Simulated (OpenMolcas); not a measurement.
# Ru²⁺ among point charges: CASSCF and CASPT2 levels and susceptibility

How does a field of 6 point charges split the states of Ru²⁺, and what χT follows?

Method: state-averaged CASSCF and CASPT2, spin-orbit coupling by RASSI with atomic mean-field integrals. Code: OpenMolcas 26.06.

## 1. The system

```
Species                           : Ru²⁺ (ruthenium, Z = 44, 42 electrons)
Basis                             : ANO-RCC-VDZP [6s5p3d1f], 43 functions
Scalar Hamiltonian                : DKH2, point nucleus
Inactive shells                   : 1s 2s 2p 3s 3p 3d 4s 4p
Active space                      : 6 electrons in 5 orbitals (4d)
Some configurations of this space : 4d6
Orbitals                          : optimised for each spin and parity, averaged over all roots
```

Outer shells as boxes (Hund's rule):

4d6
```
4d [↑↓][↑ ][↑ ][↑ ][↑ ]
```

The ion sits among 6 point charges of -1.7 e arranged as an octahedron (Oh), 2.07 Å from the ion.

The work runs as a chain of OpenMolcas steps in one folder; each step below is one input file. The outputs are cut to the sections that carry results. Labels, J, g values, rates, χT and fits are worked out afterwards by a script from the matrices that RASSI stores. The input lists half of the charges; inversion (Group=XYZ) makes the rest.

## 2. One- and two-electron integrals

File a.inp:

```
&GATEWAY
Coord
1

Ru 0.0 0.0 0.0
Basis=ANO-RCC-VDZP
Group=XYZ
NoMove
AngMom=0.0 0.0 0.0
AMFI
XField
3 Angstrom 0
2.070000 0.000000 0.000000 -1.700000
0.000000 2.070000 0.000000 -1.700000
0.000000 0.000000 2.070000 -1.700000
&SEWARD
```

Launch:

```
> OMP_NUM_THREADS=1 MOLCAS_MEM=1689 MOLCAS_PROJECT=a pymolcas a.inp > a.log
```

## 3. CASSCF: quintets of even parity, 5 roots

File a.inp:

```
&RASSCF
FileOrb=start.orb
Symmetry=1
Spin=5
nActEl=6 0 0
Inactive=9 9
Ras2=5 0
CIRoot=5 5 1
SDav=5
CIMx=300
Iter=120 100
PrWF=0.3
OrbListing=Nothing
MaxOrb=0
>>> COPY $Project.JobIph JOB001
```

start.orb holds the contracted functions of the basis, ordered by shell, or the orbitals of the step before.

## 4. CASSCF: triplets of even parity, 45 roots

File a.inp:

```
&RASSCF
FileOrb=start.orb
Symmetry=1
Spin=3
nActEl=6 0 0
Inactive=9 9
Ras2=5 0
CIRoot=45 45 1
SDav=45
CIMx=300
Iter=120 100
PrWF=0.3
OrbListing=Nothing
MaxOrb=0
>>> COPY $Project.JobIph JOB002
```

## 5. Reference wave functions, singlets of even parity, 50 roots

File a.inp:

```
&RASSCF
FileOrb=start.orb
Symmetry=1
Spin=1
nActEl=6 0 0
Inactive=9 9
Ras2=5 0
CIRoot=50 50 1
SDav=50
CIMx=300
Iter=120 100
PrWF=0.3
OrbListing=Nothing
MaxOrb=0
>>> COPY $Project.JobIph JOB003
```

## 6. RASSI: spin-orbit coupling between the states

File a.inp:

```
&RASSI
NrOfJobIphs=3 5 45 50
1 2 3 4 5
1 2 3 4 5 6 7 8 9 10 11 12 13 14 15 16 17 18 19 20 21 22 23 24 25 26 27
28 29 30 31 32 33 34 35 36 37 38 39 40 41 42 43 44 45
1 2 3 4 5 6 7 8 9 10 11 12 13 14 15 16 17 18 19 20 21 22 23 24 25 26 27
28 29 30 31 32 33 34 35 36 37 38 39 40 41 42 43 44 45 46 47 48 49 50
IphNames
JOB001
JOB002
JOB003
EJob
SpinOrbit
DIPRint=1.0
SOCoupling=1000.0
Subsets=2
Property=9
'ANGMOM' 1 'ANGMOM' 2 'ANGMOM' 3 'MLTPL  1' 1 'MLTPL  1' 2 'MLTPL  1' 3
'AMFI' 1 'AMFI' 2 'AMFI' 3
SOProperty=3
'ANGMOM' 1 'ANGMOM' 2 'ANGMOM' 3
```

## 7. CASPT2: IPEA 0.25, imaginary shift 0.1 (closed shells correlated: 4s 4p)

File a.inp:

```
>>> COPY JOB001 $Project.JobIph
&CASPT2
Multistate=5 1 2 3 4 5
NoMult
Frozen=8 6
IPEA=0.25
Imaginary=0.1
MaxIter=60
WThr=0.0 0.3 0.05
PrWF=0.5
NoMix
>>> COPY JOB002 $Project.JobIph
&CASPT2
Multistate=45 1 2 3 4 5 6 7 8 9 10 11 12 13 14 15 16 17 18 19 20 21 22
23 24 25 26 27 28 29 30 31 32 33 34 35 36 37 38 39 40 41 42 43 44 45
NoMult
Frozen=8 6
IPEA=0.25
Imaginary=0.1
MaxIter=60
WThr=0.0 0.3 0.05
PrWF=0.5
NoMix
>>> COPY JOB003 $Project.JobIph
&CASPT2
Multistate=50 1 2 3 4 5 6 7 8 9 10 11 12 13 14 15 16 17 18 19 20 21 22
23 24 25 26 27 28 29 30 31 32 33 34 35 36 37 38 39 40 41 42 43 44 45 46
47 48 49 50
NoMult
Frozen=8 6
IPEA=0.25
Imaginary=0.1
MaxIter=60
WThr=0.0 0.3 0.05
PrWF=0.5
NoMix
```

(Steps that only read results are left out.)

Q: Predict the outcome of this session. Wanted: spin-free ground state; first state of the same spin within the active space; lowest level; next level.

As calculated:

| quantity | value |
| --- | --- |
| method | SS-CASPT2, IPEA 0.25, imaginary shift 0.1 (closed shells correlated: 4s 4p) |
| spin-free ground state | 5T2, 3-fold in its orbital part |
| first state of the same spin within the active space | 5E at 11900 cm⁻¹ |
| lowest level | 3-fold T2 |
| next level | 354.9 cm⁻¹ |
| χT at 300 K | 4.26 cm³ K/mol |
| effective moment at 300 K | 5.84 μB |

Cost by method:

| method | time of its own steps | time with the reference |
| --- | --- | --- |
| A. CASSCF | 28 s | 28 s |
| B. SS-CASPT2, IPEA 0.25, imaginary shift 0.1, +4s 4p | 7.3 s | 35 s |

Times are of one thread on a shared host.

The spin-free ground state (5T2) comes to 100 % from free-ion D terms and keeps the highest spin of the shell. χT at 300 K is 4.26, against 3.01 cm³ K/mol for the spin alone, so orbital moment adds to it. An active space of the d shell alone favours high spin; real ions in strong fields can be low spin. CASPT2 does not keep the components of a term degenerate, and the means are used. Point charges leave out covalency, so the field and the spin state can differ from those of real complexes. With metal d orbitals alone active, the gaps between spin states are rough; where two lie within a few thousand cm-1, their order is open. This is an electrostatic model: the charges have no orbitals.
